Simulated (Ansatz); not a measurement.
# CH3BN2O: small, medium and large basis sets

Aim: see how fast density functionals converge with the basis set for CH3BN2O.

Method: one geometry, several basis sets; program: Ansatz 0.2.0, Gaussian basis.

Levels to be run: PBE0-D4/def2-SVP; ωB97M-V/def2-SVP; PBE0-D4/def2-QZVPP; ωB97M-V/def2-QZVPP; the functionals' def2-TZVPP values are taken from earlier runs.

## 1. The geometry

The geometry comes from an earlier relaxation with PBE0-D4 in a triple-zeta def2 set; it is a stationary point, not always the lowest conformer.

SMILES `N=C1OB1N`, 8 atoms, charge 0, spin multiplicity 1.

Atoms are counted from 1 here; the program's logs count them from 0.

Bond lengths: N1–C2 1.243 Å, N1–H6 1.016 Å, C2–O3 1.417 Å, C2–B4 1.488 Å, O3–B4 1.378 Å, B4–N5 1.376 Å, N5–H7 1.006 Å, N5–H8 1.004 Å. Angles: C2–N1–H6 110.3°, N1–C2–O3 127.7°, N1–C2–B4 175.7°, O3–C2–B4 56.6°, C2–O3–B4 64.3°, C2–B4–O3 59.1°, C2–B4–N5 162.6°, O3–B4–N5 138.2°, B4–N5–H7 122.4°, B4–N5–H8 122.8°, H7–N5–H8 114.8°.

Coordinates:

```xyz
8
charge 0, multiplicity 1
N     0.5914    1.0475    2.0238
C     0.3047    0.3667    1.0238
O     0.2649   -1.0461    0.9192
B    -0.0535   -0.3531   -0.2287
N    -0.4210   -0.6289   -1.5258
H     0.5366    2.0382    1.8033
H    -0.5243   -1.5696   -1.8680
H    -0.6066    0.0880   -2.2033
```

## 2. PBE0-D4 in def2-SVP

Input file in.yaml:

```yaml
crystal:
  periodic: [false, false, false]
  atoms:
    - {symbol: N, position_ang: [0.591365, 1.047535, 2.023757]}
    - {symbol: C, position_ang: [0.304690, 0.366702, 1.023764]}
    - {symbol: O, position_ang: [0.264893, -1.046097, 0.919191]}
    - {symbol: B, position_ang: [-0.053465, -0.353078, -0.228715]}
    - {symbol: N, position_ang: [-0.421009, -0.628938, -1.525829]}
    - {symbol: H, position_ang: [0.536557, 2.038231, 1.803323]}
    - {symbol: H, position_ang: [-0.524320, -1.569581, -1.868032]}
    - {symbol: H, position_ang: [-0.606612, 0.088028, -2.203259]}
basis:
  gaussian: {orbitals: def2-SVP}
hamiltonian: {xc: pbe0, dispersion: d4}
output: {orbitals: {seedname: orbitals}}
```

The run is started by

```bash
ansatz run in.yaml --threads 2 --pin off --events-out ev --progress --plain --max-ram 4352MiB
```

What it wrote:

```text
Functional definition: PBE0
  name "PBE0"
  cite "Adamo & Barone, J. Chem. Phys. 110, 6158 (1999) doi:10.1063/1.478522"
  cite "Perdew, Burke & Ernzerhof, Phys. Rev. Lett. 77, 3865 (1996) doi:10.1103/PhysRevLett.77.3865"
  parent pbe
  parameter a = 0.25
  parameter kappa = 0.804
  parameter beta = 0.06672455060314922
  exchange = (1 - a)*pbe_x(kappa = kappa, mu = beta*pi^2/3) + a*exact_x
  correlation = pbe_c(beta = beta)
973 factors; their error is unknown
mean field evaluation 1: about -6769.5973 eV, gradient 6.1e1 eV
mean field evaluation 2: about -6764.8749 eV, gradient 7.7e1 eV
mean field evaluation 4: about -6776.8123 eV, gradient 4.1e0 eV
mean field evaluation 8: about -6776.8477 eV, gradient 1.2e-1 eV
mean field evaluation 16: about -6776.8472 eV, gradient 2.1e-5 eV
mean field -6776.84715491 eV, -249.0445394308 hartree, gradient 2.1e-5 eV, S^2 0.000000; 0 other end points of the search recorded, 0 dependent functions left out
reference -6776.84717695 eV, -249.0445402411 hartree; 18, 18 occupied and 67, 67 virtual orbitals, 973 factors
Total energy: -6776.95304797 eV, -249.0484309292 hartree
```

It took 1.1 s on 2 threads of Arm Neoverse V1, shared host.

## 3. ωB97M-V in def2-SVP

Changes to in.yaml since step 2:

```diff
@@ -13,3 +13,3 @@
   gaussian: {orbitals: def2-SVP}
-hamiltonian: {xc: pbe0, dispersion: d4}
+hamiltonian: {xc: {name: wB97M-V}}
 output: {orbitals: {seedname: orbitals}}
```

Same command.

What it wrote, cut to the lines that bear on the results:

```text
Functional definition: wB97M-V
  name "wB97M-V"
  cite "Mardirossian & Head-Gordon, J. Chem. Phys. 144, 214110 (2016) doi:10.1063/1.4952647"
  cite "Becke, J. Chem. Phys. 107, 8554 (1997) doi:10.1063/1.475007"
  cite "Vydrov & Van Voorhis, J. Chem. Phys. 133, 244103 (2010) doi:10.1063/1.3521275"
  # Of w^i u^j: cxij and so on, Table III.
[...]
  gx(w, u) = 1 - cx + cx01*u + cx10*w
  gss(w, u) = css00 + css04*u^4 + css10*w + css20*w^2 + css43*w^4*u^3
  gos(w, u) = cos00 + cos10*w + (cos20 + cos21*u)*w^2 + (cos60 + cos61*u)*w^6
[...]
      + integral(e_c_pw_mod_opposite_spin*gos(b97_w_opposite, b97_u_opposite)) + vv10(b, c)
973 factors; their error is unknown
218 factors; integrals over basis functions are off by at most 1.2e-5 eV
[...]
mean field -6782.28960415 eV, -249.2445457516 hartree, gradient 2.2e-5 eV, S^2 0.000000; 0 other end points of the search recorded, 0 dependent functions left out
reference -6782.28963916 eV, -249.2445470383 hartree; 18, 18 occupied and 67, 67 virtual orbitals, 973 factors
Total energy: -6782.28963916 eV, -249.2445470383 hartree
```

Wall time 4.3 s (2 threads of Arm Neoverse V1, shared host).

## 4. PBE0-D4 in def2-QZVPP

Changes to in.yaml since step 3:

```diff
@@ -12,4 +12,4 @@
 basis:
-  gaussian: {orbitals: def2-SVP}
-hamiltonian: {xc: {name: wB97M-V}}
+  gaussian: {orbitals: "def2-QZVPP.json"}
+hamiltonian: {xc: pbe0, dispersion: d4}
 output: {orbitals: {seedname: orbitals}}
```

Same command.

What it wrote:

```text
Functional definition: PBE0
  name "PBE0"
  cite "Adamo & Barone, J. Chem. Phys. 110, 6158 (1999) doi:10.1063/1.478522"
  cite "Perdew, Burke & Ernzerhof, Phys. Rev. Lett. 77, 3865 (1996) doi:10.1103/PhysRevLett.77.3865"
  parent pbe
  parameter a = 0.25
  parameter kappa = 0.804
  parameter beta = 0.06672455060314922
  exchange = (1 - a)*pbe_x(kappa = kappa, mu = beta*pi^2/3) + a*exact_x
  correlation = pbe_c(beta = beta)
1078 factors; their error is unknown
mean field evaluation 1: about -6775.1026 eV, gradient 7.5e1 eV
mean field evaluation 2: about -6768.0211 eV, gradient 9.3e1 eV
mean field evaluation 4: about -6785.0051 eV, gradient 5.9e0 eV
mean field evaluation 8: about -6785.0757 eV, gradient 2.1e-1 eV
mean field evaluation 16: about -6785.0797 eV, gradient 1.2e-4 eV
mean field -6785.07966496 eV, -249.3470785952 hartree, gradient 1.1e-5 eV, S^2 0.000000; 0 other end points of the search recorded, 0 dependent functions left out
reference -6785.07969646 eV, -249.3470797526 hartree; 18, 18 occupied and 357, 357 virtual orbitals, 1078 factors
Total energy: -6785.18556748 eV, -249.3509704408 hartree
```

It took 7 s on 2 threads of Arm Neoverse V1, shared host; peak memory 0.85 GiB.

## 5. ωB97M-V in def2-QZVPP

Changes to in.yaml since step 4:

```diff
@@ -13,3 +13,3 @@
   gaussian: {orbitals: "def2-QZVPP.json"}
-hamiltonian: {xc: pbe0, dispersion: d4}
+hamiltonian: {xc: {name: wB97M-V}}
 output: {orbitals: {seedname: orbitals}}
```

Same command.

What it wrote, cut to the lines that bear on the results:

```text
Functional definition: wB97M-V
  name "wB97M-V"
  cite "Mardirossian & Head-Gordon, J. Chem. Phys. 144, 214110 (2016) doi:10.1063/1.4952647"
  cite "Becke, J. Chem. Phys. 107, 8554 (1997) doi:10.1063/1.475007"
  cite "Vydrov & Van Voorhis, J. Chem. Phys. 133, 244103 (2010) doi:10.1063/1.3521275"
  # Of w^i u^j: cxij and so on, Table III.
[...]
  gx(w, u) = 1 - cx + cx01*u + cx10*w
  gss(w, u) = css00 + css04*u^4 + css10*w + css20*w^2 + css43*w^4*u^3
  gos(w, u) = cos00 + cos10*w + (cos20 + cos21*u)*w^2 + (cos60 + cos61*u)*w^6
[...]
      + integral(e_c_pw_mod_opposite_spin*gos(b97_w_opposite, b97_u_opposite)) + vv10(b, c)
1078 factors; their error is unknown
295 factors; integrals over basis functions are off by at most 1.2e-5 eV
[...]
mean field -6790.72144346 eV, -249.5544101308 hartree, gradient 3.6e-5 eV, S^2 0.000000; 0 other end points of the search recorded, 0 dependent functions left out
reference -6790.72149427 eV, -249.5544119983 hartree; 18, 18 occupied and 357, 357 virtual orbitals, 1078 factors
Total energy: -6790.72149427 eV, -249.5544119983 hartree
```

It took 18 s on 2 threads of Arm Neoverse V1, shared host; peak memory 1.1 GiB.

## 6. Functionals by basis

The def2-TZVPP values come from earlier runs at the same geometry.

| functional | basis | functions | energy (eV) | from the largest (eV) | HOMO (eV) | LUMO (eV) |
| --- | --- | --- | --- | --- | --- | --- |
| PBE0-D4 | def2-SVP | 85 | -6776.9530 | 8.233 | -7.08 | -0.05 |
| PBE0-D4 | def2-TZVPP | 197 | -6784.8025 | 0.383 | -7.34 | -0.38 |
| PBE0-D4 | def2-QZVPP | 375 | -6785.1856 | 0.000 | -7.39 | -0.47 |
| ωB97M-V | def2-SVP | 85 | -6782.2896 | 8.432 | -9.39 | 2.27 |
| ωB97M-V | def2-TZVPP | 197 | -6790.3682 | 0.353 | -9.66 | 1.60 |
| ωB97M-V | def2-QZVPP | 375 | -6790.7215 | 0.000 | -9.71 | 1.22 |

## 7. What came out

| quantity | value |
| --- | --- |
| PBE0-D4: double and triple zeta above quadruple | 8.23, 0.38 eV |
| ωB97M-V: double and triple zeta above quadruple | 8.43, 0.35 eV |

What this shows: For PBE0-D4 the step from double to triple zeta gains 7.85 eV and the next only 0.38 eV. These are total energies; as a rule much of such shifts cancels in differences, which this series doesn't test. The LUMO of ωB97M-V is positive and keeps falling with the basis (2.27 to 1.22 eV): an unbound level that the basis holds in place.

For PBE0-D4 the largest set took about 7 times as long as the smallest (7 s against 1.1 s).
